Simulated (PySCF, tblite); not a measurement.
# C5H13GeN: geometry, infrared bands, NMR shifts and electronic excitations, part 2 of 2

tblite 0.8.0 and PySCF 2.14.0. Atoms count from 0.

## 6. Ultraviolet spectrum: wB97X-D/def2-SVPD

Job settings and geometry (Å):

```
{"job": {"kind": "uv", "xc": "wB97X-D", "basis": "def2-SVPD", "ip": true}, "charge": 0, "multiplicity": 1}
C     -2.154704     0.795711    -0.361270
C     -0.871340     0.343221     0.313971
C     -0.881809    -1.126834     0.798464
C      0.348217    -1.765893     0.125236
N      1.246744    -0.668103    -0.189629
Ge     2.640674    -0.293541     0.950559
C      0.363936     0.400044    -0.613278
H     -2.395929     0.145588    -1.218727
H     -2.068403     1.826871    -0.739786
H     -3.010210     0.766976     0.330971
H     -0.680049     0.998464     1.180308
H     -0.797708    -1.176014     1.894685
H     -1.814190    -1.645226     0.524746
H      0.041564    -2.264009    -0.815134
H      0.838632    -2.534448     0.742729
H      3.486471    -1.572818     1.066404
H      2.191786     0.134067     2.375209
H      3.440543     0.856400     0.316233
H      0.038691     0.215639    -1.658057
H      0.866527     1.379964    -0.606784
```

Level: TDDFT wB97X-D/def2-SVPD, vertical, gas phase, core orbitals frozen in the response.

Output:

```text
coarse grid: 70576 points
cycle   1  E = -2329.6142363157  dE =  1.876e-01  |g| = 4.725e-01  |ddm| = 6.614e+00
cycle   2  E = -2329.6244409106  dE = -1.020e-02  |g| = 4.664e-01  |ddm| = 1.764e+00
cycle   3  E = -2329.6560224038  dE = -3.158e-02  |g| = 4.808e-02  |ddm| = 7.520e-01
cycle   4  E = -2329.6564433541  dE = -4.210e-04  |g| = 3.010e-02  |ddm| = 1.629e-01
cycle   5  E = -2329.6566317542  dE = -1.884e-04  |g| = 4.452e-03  |ddm| = 5.239e-02
cycle   6  E = -2329.6566369404  dE = -5.186e-06  |g| = 1.089e-03  |ddm| = 2.553e-02
final grid: 149912 points
cycle   7  E = -2329.6560055631  dE = -2.385e-06  |g| = 1.099e-03  |ddm| = 2.220e-02
cycle   8  E = -2329.6560056837  dE = -1.206e-07  |g| = 9.422e-04  |ddm| = 5.083e-03
cycle   9  E = -2329.6560058209  dE = -1.373e-07  |g| = 9.194e-05  |ddm| = 1.313e-03
cycle  10  E = -2329.6560058243  dE = -3.361e-09  |g| = 6.364e-05  |ddm| = 8.588e-04
cycle  11  E = -2329.6560058256  dE = -1.281e-09  |g| = 1.535e-05  |ddm| = 3.055e-04
cycle  12  E = -2329.6560058257  dE = -1.173e-10  |g| = 6.778e-06  |ddm| = 1.577e-04
converged SCF energy = -2329.6560058257

Static polarisability (au): isotropic 96.208, principal 85.861 92.611 110.152

Singlet excitations
state   eV       nm        f      main configurations
  1   5.7251    216.6   0.00315   H->L 0.51, H->L+1 0.43
  2   6.3310    195.8   0.06429   H->L+1 0.46, H->L 0.44
  3   6.7171    184.6   0.00175   H->L+3 0.83
  4   7.0110    176.8   0.02566   H->L+4 0.57, H->L+5 0.22, H->L+2 0.08
  5   7.2194    171.7   0.00332   H->L+5 0.68, H->L+4 0.12, H->L+2 0.11
  6   7.3378    169.0   0.02079   H->L+2 0.62, H->L+4 0.16
  7   7.6070    163.0   0.00672   H->L+6 0.81
  8   8.1722    151.7   0.00226   H->L+9 0.74
  9   8.2718    149.9   0.00055   H->L+8 0.51, H->L+10 0.11, H->L+7 0.09
 10   8.3813    147.9   0.00229   H->L+7 0.58, H->L+15 0.10, H->L+8 0.08

Triplet excitations (Tamm-Dancoff, eV): 5.5027 6.0537 6.6426 6.9277
Vertical ionisation energy (delta-SCF) = 8.0430 eV
```

It took 4.5 min on 1 thread of Arm Neoverse N1, shared host; peak memory 1.2 GiB.

The orbitals next to the gap, with their largest atomic shares:

```csv
orbital,eV,atoms
HOMO−3,-11.12,"Ge5 19 %, H15 15 %, C1 11 %"
HOMO−2,-10.89,"C1 16 %, C6 13 %, C2 12 %"
HOMO−1,-10.68,"C1 17 %, C2 14 %, H10 10 %"
HOMO,-8.06,"N4 56 %, Ge5 8 %, C6 7 %"
LUMO,1.87,"Ge5 44 %, H17 8 %, H15 8 %"
LUMO+1,2.20,"Ge5 44 %, H16 13 %, H15 10 %"
LUMO+2,2.69,"C0 27 %, H9 11 %, H7 10 %"
```

With each of the 10 states as a Gaussian band of 0.4 eV half-width at 1/e, the curve within the window shown has maxima at 195 nm (ε 2,700), 174 nm (ε 1,900) L/(mol cm). Beyond the last state computed it falls off for lack of states. The curve at chosen wavelengths:

(nm, ε (L/mol/cm)): (143, 79), (147, 170), (151, 224), (155, 286), (159, 518), (163, 967), (167, 1473), (171, 1803), (175, 1847), (179, 1723), (183, 1715), (187, 2009), (191, 2460), (194, 2682), (198, 2613), (202, 2150), (206, 1523), (210, 961), (214, 566), (218, 330), (222, 197), (226, 122), (230, 75), (234, 45), (238, 26), (242, 14)

Ground-state properties from the same run:

```csv
property,computed
dipole moment (D),0.89
polarisability (Å³),14.26
HOMO–LUMO gap (eV),9.94
−ε(HOMO) (eV),8.06
```

## 7. NMR shieldings: CAM-B3LYP/pcSseg-1

Same as in step 6 but for these lines:

```diff
@@ -1,2 +1,2 @@
-{"job": {"kind": "uv", "xc": "wB97X-D", "basis": "def2-SVPD", "ip": true}, "charge": 0, "multiplicity": 1}
+{"job": {"kind": "nmr", "xc": "CAM-B3LYP", "basis": "pcSseg-1", "pop": false}, "charge": 0, "multiplicity": 1}
 C     -2.154704     0.795711    -0.361270
```

Method: GIAO CAM-B3LYP/pcSseg-1 NMR shielding, non-relativistic, gas phase.

Output:

```text
coarse grid: 70576 points
cycle   1  E = -2329.7624761091  dE =  1.335e-01  |g| = 9.126e-01  |ddm| = 3.957e+00
cycle   2  E = -2329.7590233617  dE =  3.453e-03  |g| = 8.718e-01  |ddm| = 8.753e-01
cycle   3  E = -2329.8313866788  dE = -7.236e-02  |g| = 1.001e-01  |ddm| = 5.255e-01
cycle   4  E = -2329.8327370421  dE = -1.350e-03  |g| = 4.788e-02  |ddm| = 9.988e-02
cycle   5  E = -2329.8331771509  dE = -4.401e-04  |g| = 5.710e-03  |ddm| = 4.348e-02
cycle   6  E = -2329.8331835382  dE = -6.387e-06  |g| = 1.612e-03  |ddm| = 6.988e-03
final grid: 149912 points
cycle   7  E = -2329.8331571742  dE = -2.080e-07  |g| = 1.469e-03  |ddm| = 2.842e-03
cycle   8  E = -2329.8331571907  dE = -1.644e-08  |g| = 1.463e-03  |ddm| = 1.974e-03
cycle   9  E = -2329.8331576444  dE = -4.537e-07  |g| = 9.810e-05  |ddm| = 9.484e-04
cycle  10  E = -2329.8331576464  dE = -1.965e-09  |g| = 2.329e-05  |ddm| = 8.865e-05
cycle  11  E = -2329.8331576466  dE = -1.837e-10  |g| = 1.026e-05  |ddm| = 5.128e-05
converged SCF energy = -2329.8331576466

GIAO shielding tensors (ppm)
atom      isotropic    diamagn.    paramagn.     s11        s22        s33       span
  0 C      162.371     244.261     -81.890    150.160    155.071    181.881     31.720
  1 C      147.408     248.198    -100.790    118.210    160.891    163.123     44.913
  2 C      146.725     249.086    -102.361    111.717    156.904    171.554     59.837
  3 C      129.165     244.997    -115.832     93.433    124.818    169.244     75.811
  4 N      221.050     328.997    -107.947    161.566    237.241    264.342    102.776
  5 Ge    1447.826    2755.916   -1308.090   1320.469   1370.263   1652.745    332.277
  6 C      119.406     245.835    -126.429     83.061    118.727    156.429     73.368
  7 H       30.679      30.011       0.668     26.651     29.084     36.303      9.653
  8 H       30.378      29.123       1.255     25.302     28.128     37.703     12.401
  9 H       30.053      28.460       1.593     25.414     27.513     37.231     11.817
 10 H       29.436      33.168      -3.732     25.664     28.165     34.478      8.814
 11 H       29.431      31.415      -1.985     25.579     27.433     35.280      9.702
 12 H       30.397      31.355      -0.958     25.649     29.018     36.523     10.874
 13 H       28.479      30.157      -1.678     22.588     27.128     35.722     13.133
 14 H       28.520      30.489      -1.970     23.385     27.821     34.353     10.967
 15 H       26.936      28.291      -1.355     20.384     22.569     37.856     17.471
 16 H       26.528      29.064      -2.536     19.313     23.479     36.793     17.480
 17 H       26.953      28.656      -1.703     20.413     22.782     37.663     17.250
 18 H       29.029      31.904      -2.875     23.076     28.945     35.067     11.991
 19 H       28.382      32.527      -4.144     23.461     28.783     32.904      9.443
```

Wall time 84 s (1 thread of Arm Neoverse N1, shared host); peak memory 1.1 GiB.

Key values: δ C6 63.0, C3 53.3, C2 35.7, C1 35.0, H15 4.52, H19 2.95 ppm (means over like atoms).

## 8. Run by run: NMR shifts

Shifts (ppm) of some atoms, chosen among heavy atoms and hydrogens apart, means over like atoms, with basis size and wall time:

| run | C6 | C3 | C2 | H15 | H14 | N4 | Ge5 | functions | time |
| --- | --- | --- | --- | --- | --- | --- | --- | --- | --- |
| PBE0/pcSseg-1 | 62.9 | 53.6 | 35.5 | 4.60 | 2.87 | 46.6 | -128 | 208 | 63 s |
| CAM-B3LYP/pcSseg-1 | 63.0 | 53.3 | 35.7 | 4.52 | 2.81 | 46.2 | -133 | 208 | 84 s |

## 9. Summary of results

What follows sums up all 2 parts.

| quantity | value |
| --- | --- |
| strongest single infrared mode (GFN2-xTB) | 2084 cm⁻¹, 443 km/mol |
| zero-point energy (GFN2-xTB) | 104.3 kcal/mol |
| point group | C1 |
| rotational constants (main isotopes) | 4.11, 0.92, 0.85 GHz |
| ¹³C shifts against TMS (PBE0/pcSseg-1) | 62.9, 53.6, 35.5, 34.9, 19.9 ppm |
| ¹H shifts against TMS (PBE0/pcSseg-1, means over atoms taken as alike) | 4.60, 3.00, 2.88, 2.87, 2.32, 1.95, 1.92, 0.96, 0.95 ppm |
| ¹⁵N shifts against NH3 (PBE0/pcSseg-1) | 46.6 ppm |
| ⁷³Ge shifts against GeMe4 (PBE0/pcSseg-1) | -128 ppm |
| lowest singlet (wB97X-D/def2-SVPD) | 5.73 eV (217 nm), f = 0.003 |
| brightest single state of those computed | state 2, 6.33 eV, f = 0.064 |
| lowest triplet | 5.50 eV |
| vertical ionisation energy (ΔSCF) | 8.04 eV |
| range of the shift of Ge5 | -133 to -128 ppm |

In words: The optimisation took 112 steps and gained 1.124 eV; among the close pairs (by a distance rule), Ge5–H17 changed most, from 1.557 to 1.493 Å (GFN2-xTB). All 54 modes are real, so the xTB geometry is a minimum. The strongest single mode, at 2084 cm⁻¹, moves mainly H17 and H15. Unscaled tight-binding wavenumbers are off by several per cent, some by more. Its intensities can rank the bands wrongly. The optimisation took 3 steps and gained 0.106 eV; among the close pairs (by a distance rule), Ge5–H17 changed most, from 1.493 to 1.538 Å (PBE0/def2-SVP). At PBE0/pcSseg-1: Shielding is most anisotropic at Ge5 (span 326 ppm, paramagnetic term -1298 ppm). The lowest singlet, at 5.73 eV, is HOMO→LUMO 0.51, HOMO→LUMO+1 0.43 and is weak; of the 10 states computed, the strongest absorption comes from state 2 at 6.33 eV. The lowest triplet lies 0.22 eV below the lowest singlet (triplets in Tamm-Dancoff, singlets in full TDDFT). At wB97X-D/def2-SVPD, the highest states lie near or above the ionisation energy, where they hang on the basis. The orbital energy would give 8.06 eV for ionisation, ΔSCF gives 8.04 eV. In ppm, Ge5 moves most: its shift spreads over 5 ppm, from -133 (CAM-B3LYP/pcSseg-1) to -128 (PBE0/pcSseg-1). Spin-orbit coupling is left out, which matters for shieldings and couplings at and beside the heavy atoms.
